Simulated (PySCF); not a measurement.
# Ways to converge the SCF of SbTe

Aim: find out which solver settings change the answer for SbTe.

Method: each script names its method and basis; program: PySCF 2.14.0.

8 further runs of the same task are left out: 1 for a known fault of the program, 7 that didn't finish.

## Step 1: Where the work starts

SbTe: 2 atoms, charge 0, spin multiplicity 2.

Bond lengths: Sb1–Te2 2.685 Å.

## Step 2: The base run

Input file input.py:

```python
from pyscf import gto, scf, mp

mol = gto.M(
    atom='Sb 0 0 0; Te 0 0 2.685',
    basis='def2-svp',
    ecp={'Sb': 'def2-svp', 'Te': 'def2-svp'},
    charge=0,
    spin=1,
    verbose=4,
)
mf = scf.UHF(mol)
mf.kernel()
mp.MP2(mf, frozen=8).kernel()
mf.dip_moment()
print('orbital energies (hartree):', [e[max(0, n-3):n+3].round(4) for e, n in zip(mf.mo_energy, mol.nelec)])
```

Started as:

```bash
$ OMP_NUM_THREADS=1 python input.py
```

Its log is not repeated here.

It gives: E(SCF) = -506.265101 Eh, E(MP2) − E(SCF) = -0.21723 Eh, ⟨S²⟩ = 0.768, μ = 2.56 D (of the SCF density).

The bond length is a typed value, not an optimised one.

## Step 3: Initial guess core

Run 1 changes initial guess: minao → core.

Input file input.py:

```python
from pyscf import gto, scf, mp

mol = gto.M(
    atom='Sb 0 0 0; Te 0 0 2.685',
    basis='def2-svp',
    ecp={'Sb': 'def2-svp', 'Te': 'def2-svp'},
    charge=0,
    spin=1,
    verbose=4,
)
mf = scf.UHF(mol)
mf.init_guess = 'core'
mf.kernel()
mp.MP2(mf, frozen=8).kernel()
mf.dip_moment()
print('orbital energies (hartree):', [e[max(0, n-3):n+3].round(4) for e, n in zip(mf.mo_energy, mol.nelec)])
```

Started as:

```bash
$ OMP_NUM_THREADS=1 python input.py
```

## Step 4: DIIS space 20

Run 2 changes DIIS space: default → 20.

Changes to input.py since step 2:

```diff
@@ -11,2 +11,3 @@
 mf = scf.UHF(mol)
+mf.diis_space = 20
 mf.kernel()
```

## Step 5: Second-order solver on

Run 3 changes second-order solver: off → on.

Changes to input.py since step 2:

```diff
@@ -11,2 +11,3 @@
 mf = scf.UHF(mol)
+mf = mf.newton()
 mf.kernel()
```

What does the calculation give? Wanted: for each run, E(SCF); from base; gap, α spin; SCF dipole; after the SCF.

The runs gave:

| run | E(SCF) (hartree) | from base (eV) | cycles | gap, α spin (eV) | SCF dipole (D) | after the SCF |
| --- | --- | --- | --- | --- | --- | --- |
| base | -506.265101 | 0 | 20 | 6.37 | 2.56 | MP2 correlation -5.911 eV, core frozen |
| initial guess core | -506.265101 | 0.0000 | 20 | 6.37 | 2.56 | MP2 correlation -5.911 eV, core frozen |
| DIIS space 20 | -506.265101 | 0.0000 | 19 | 6.37 | 2.56 | MP2 correlation -5.911 eV, core frozen |
| second-order solver on | -506.293478 | -0.7722 | 5 macro | 7.37 | 1.14 | MP2 correlation -4.791 eV, core frozen |

Distance from each run's final energy (log10 hartree) by cycle:

| run | cycle 1 | cycle 2 | cycle 3 | cycle 5 | cycle 8 | cycle 12 |
| --- | --- | --- | --- | --- | --- | --- |
| base | 0.1 | -0.1 | -0.7 | -2.9 | -3.2 | -4.6 |
| initial guess core | 0.1 | -0.1 | -0.7 | -2.9 | -3.2 | -4.6 |
| DIIS space 20 | 0.1 | -0.1 | -0.7 | -2.9 | -3.2 | -4.7 |
| second-order solver on | -1.0 | -2.8 | -5.3 | < -11 | done | done |

**Reading.** The SCF energy stays the same, to the digits that matter, with initial guess core or DIIS space 20. PySCF falls back to minao for a guess that it doesn't know or can't read, so that run repeats the base. With second-order solver on the SCF ends in another solution, 0.77 eV lower: the path to self-consistency decides the state here. With initial guess core, DIIS space 20 the path hardly changes: 19 to 20 cycles against 20.
